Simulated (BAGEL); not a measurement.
# GeH4S (SMILES [SH][GeH3]): HF/def2-SVPD (density fitting with qzvpp-jkfit)

Aim: the electronic atomisation energy of GeH4S at HF/def2-SVPD (density fitting with qzvpp-jkfit), from 4 runs. 

Program for the calculation: BAGEL 1.2.2.

17 further runs of the same task are left out: 2 that didn't finish, 15 set aside as unsound or not needed.

### Step 1. The system as given

GeH4S has 6 atoms, charge 0, and is taken as a singlet. As SMILES, `[SH][GeH3]`. The shape is that of a PBE0-D4/def2-TZVP optimisation.

Bond lengths: S1–Ge2 2.224 Å, S1–H3 1.343 Å, Ge2–H4 1.536 Å, Ge2–H5 1.536 Å, Ge2–H6 1.533 Å. Angles: S1–Ge2–H4 110.4°, S1–Ge2–H5 110.4°, S1–Ge2–H6 104.8°, Ge2–S1–H3 94.6°, H4–Ge2–H5 109.8°, H4–Ge2–H6 110.6°, H5–Ge2–H6 110.6°.

### Step 2. A single-point energy at HF/def2-SVPD (density fitting with qzvpp-jkfit)

The input, input.json:

```json
{ "bagel": [

{
  "title": "molecule",
  "basis": "def2-svpd.json",
  "df_basis": "qzvpp-jkfit",
  "angstrom": true,
  "geometry": [
    { "atom": "S", "xyz": [       0.843400,      -1.117400,       1.012200 ] },
    { "atom": "Ge", "xyz": [      -0.180000,       0.501500,      -0.118600 ] },
    { "atom": "H", "xyz": [       0.574500,      -2.069200,       0.103800 ] },
    { "atom": "H", "xyz": [      -1.667600,       0.166300,      -0.305900 ] },
    { "atom": "H", "xyz": [       0.485600,       0.702400,      -1.488700 ] },
    { "atom": "H", "xyz": [      -0.013600,       1.752500,       0.751000 ] }
  ]
},

{
  "title": "hf"
},

{
  "title": "print",
  "file": "orbitals.molden",
  "orbitals": true
}

]}
```

The basis set def2-SVPD is read from a file made from the Basis Set Exchange's data (not shown).

On the command line:

```sh
$ BAGEL_NUM_THREADS=1 BAGEL input.json > input.out
```

Log:

```text
* using 1 threads per process

  ===============================================================
  ===============================================================

  *** Geometry ***

  { "atom" : "S", "xyz" : [      1.593795,     -2.111580,      1.912781 ] },
  { "atom" : "Ge", "xyz" : [     -0.340151,      0.947698,     -0.224122 ] },
  { "atom" : "H", "xyz" : [      1.085648,     -3.910221,      0.196154 ] },
  { "atom" : "H", "xyz" : [     -3.151307,      0.314261,     -0.578067 ] },
  { "atom" : "H", "xyz" : [      0.917651,      1.327344,     -2.813235 ] },
  { "atom" : "H", "xyz" : [     -0.025700,      3.311745,      1.419184 ] },

  Number of auxiliary basis functions:      466

  Since a DF basis is specified, we compute 2- and 3-index integrals:
    o Being stored without compression. Storage requirement is 0.035 GB

  Number of basis functions:       97
  Number of electrons      :       52

    * METHOD: MOLECULE                             0.23

  *** RHF ***

  === Nuclear Repulsion ===
   176.8637763218

      * DIIS with orbital gradients will be used.

  === RHF iteration (def2-svpd.json) ===
      0      -2474.79378508          0.00939564           0.09
      1      -2474.84856064          0.00433721           0.08
      2      -2474.85822939          0.00123523           0.08
      3      -2474.85927785          0.00030529           0.08
      4      -2474.85934083          0.00008191           0.08
      5      -2474.85934782          0.00001558           0.08
      6      -2474.85934809          0.00000331           0.08
      7      -2474.85934810          0.00000097           0.08
      8      -2474.85934810          0.00000024           0.08
      9      -2474.85934810          0.00000009           0.08
     10      -2474.85934810          0.00000003           0.08
     11      -2474.85934810          0.00000001           0.09
     12      -2474.85934810          0.00000000           0.08
    * SCF iteration converged.

    * Permanent dipole moment:
           (    0.302965,    -0.148282,     0.481758) a.u.

    * METHOD: HF                                   1.31

    * METHOD: PRINT                                0.02

  ===============================================================
```

It took 1.7 s on 1 thread of Arm Neoverse V1, shared host; peak memory 0.13 GiB.

### Step 3. The Ge atom at the same level

The input, job.json:

```json
{ "bagel": [

{
  "title": "molecule",
  "basis": "def2-svpd.json",
  "df_basis": "qzvpp-jkfit",
  "angstrom": true,
  "geometry": [
    { "atom": "Ge", "xyz": [       0.000000,       0.000000,       0.000000 ] }
  ]
},

{
  "title": "uhf",
  "nopen": 2
},

{
  "title": "print",
  "file": "orbitals.molden",
  "orbitals": true
}

]}
```

The basis set def2-SVPD is read from a file made from the Basis Set Exchange's data (not shown).

Run the same way, it converges to -2075.05847 Eh (log not shown).

### Step 4. The H atom

The input, input.json:

```json
{ "bagel": [

{
  "title": "molecule",
  "basis": "def2-svpd.json",
  "df_basis": "qzvpp-jkfit",
  "angstrom": true,
  "geometry": [
    { "atom": "H", "xyz": [    0.000000,    0.000000,    0.000000 ] }
  ]
},
{
  "title": "uhf",
  "nopen": 1
},
{
  "title": "print",
  "file": "orbitals.molden",
  "orbitals": true
}

]}
```

The basis set def2-SVPD is read from a file made from the Basis Set Exchange's data (not shown).

Run the same way, it converges to -0.49928 Eh (log not shown).

### Step 5. The S atom, same level

The input, job.json:

```json
{ "bagel" : [

{
  "title" : "molecule",
  "basis" : "def2-svpd.json",
  "df_basis" : "qzvpp-jkfit",
  "angstrom" : true,
  "geometry" : [
    { "atom" : "S", "xyz" : [    0.000000,    0.000000,    0.000000 ] }
  ]
},
{ "title" : "uhf", "nopen" : 2 },
{ "title" : "print", "file" : "orbitals.molden", "orbitals" : true }

]}
```

The basis set def2-SVPD is read from a file made from the Basis Set Exchange's data (not shown).

Run the same way, it converges to -397.37145 Eh (log not shown).

### Step 6. What came out

Level: HF/def2-SVPD (density fitting with qzvpp-jkfit).

```
                     quantity           value
       molecule: total energy  -2474.85935 Eh
      molecule: dipole moment          1.49 D
        molecule: HOMO energy       -10.17 eV
        molecule: LUMO energy         1.95 eV
      molecule: HOMO–LUMO gap        12.13 eV
        Ge atom: total energy  -2075.05847 Eh
       Ge atom: dipole moment          0.00 D
                Ge atom: ⟨S²⟩           2.011
         H atom: total energy     -0.49928 Eh
        H atom: dipole moment          0.00 D
                 H atom: ⟨S²⟩           0.750
         S atom: total energy   -397.37145 Eh
        S atom: dipole moment          0.00 D
                 S atom: ⟨S²⟩           2.009
electronic atomisation energy       11.764 eV
```

Taking the molecule apart into free atoms costs 11.76 eV (271 kcal/mol), before zero-point energy and without spin-orbit coupling. Hartree–Fock lacks the correlation of the bonding pairs, which as a rule makes this value much too low; in minimal bases other errors can mask that.
